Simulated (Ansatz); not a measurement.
This script makes an atomisation energy of Cl2H3SbSi, SMILES [SiH3][Sb]([Cl])[Cl] with Ansatz 0.2.0, Python API.

`run_tae.py`:
```python
from collections import Counter

import ansatz as az


def energy_of(molecule, charge=0, unpaired=0):
    calc = molecule.calculation().basis(gaussian='def2-TZVP').functional('r2scan', dispersion='d3bj')
    if charge:
        calc = calc.charge(charge)
    if unpaired:
        calc = calc.spin('collinear', total=unpaired)
    return calc.run(threads=1, backend='cpu').report['free_energy_ev']

GEOMETRY = '''
Si   -0.34590    0.86640   -0.15220
Sb   -0.37960   -1.31460    1.01970
Cl    1.96720   -1.17980    1.34580
Cl   -0.01900   -2.47580   -1.06070
H    -0.21750    1.98370    0.80120
H    -1.67660    1.09820   -0.86470
H     0.73270    0.95390   -1.13480
'''

geometry = az.Crystal.molecule()
for line in GEOMETRY.strip().splitlines():
    symbol, *xyz = line.split()
    geometry = geometry.atom(symbol, [float(v) for v in xyz])

unpaired = {'Si': 2, 'Sb': 3, 'Cl': 1, 'H': 1}
counts = Counter(site.symbol for site in geometry.cartesian_sites)
atom_energy = {s: energy_of(az.Crystal.molecule().atom(s, (0, 0, 0)), 0, unpaired[s]) for s in counts}
whole = energy_of(geometry, 0, 0)
for s, e in atom_energy.items():
    print(f'{s:2s} x{counts[s]}  {e:14.5f} eV')
print(f'Cl2H3SbSi: {whole:.5f} eV')
split = sum(counts[s] * e for s, e in atom_energy.items()) - whole
print(f'atomisation energy (no zero-point term): {split:.3f} eV, {split / sum(counts.values()):.3f} eV an atom')
```

What does it cost to take this molecule apart into atoms?

18.674 eV from the electronic energies, without the zero-point term.

The run itself:

`python run_tae.py` gives:
```text
DeckWarning: the engine holds no damping parameters fitted to this dispersion correction and functional, so the run takes those fitted to r2scan beside the three-body term, which d3bj leaves out (hamiltonian.dispersion, under Limitations)
Si x1     -7873.37530 eV
Sb x1     -6539.17255 eV
Cl x2    -12520.41819 eV
H  x3       -13.60370 eV
Cl2H3SbSi: -39512.86974 eV
atomisation energy (no zero-point term): 18.674 eV, 2.668 eV an atom
```
(Warnings from the package without file and line.)

Reading the output:
- Total energies depend on the basis set; only differences at equal settings carry meaning.
- The geometry is a force-field or estimated start, not a minimum of this method, and the basis set is short of its limit. All parts are taken at fixed geometry, without zero-point energy.
- def2 sets replace the cores of elements past krypton by effective core potentials.
- The spin-orbit lowering of heavy atoms is left out.
- A dispersion term here runs with damping parameters fitted for another variant or functional.
- Hardware and time: 27 s on 1 thread of Arm Neoverse V1 (shared host), peak memory 0.31 GiB.
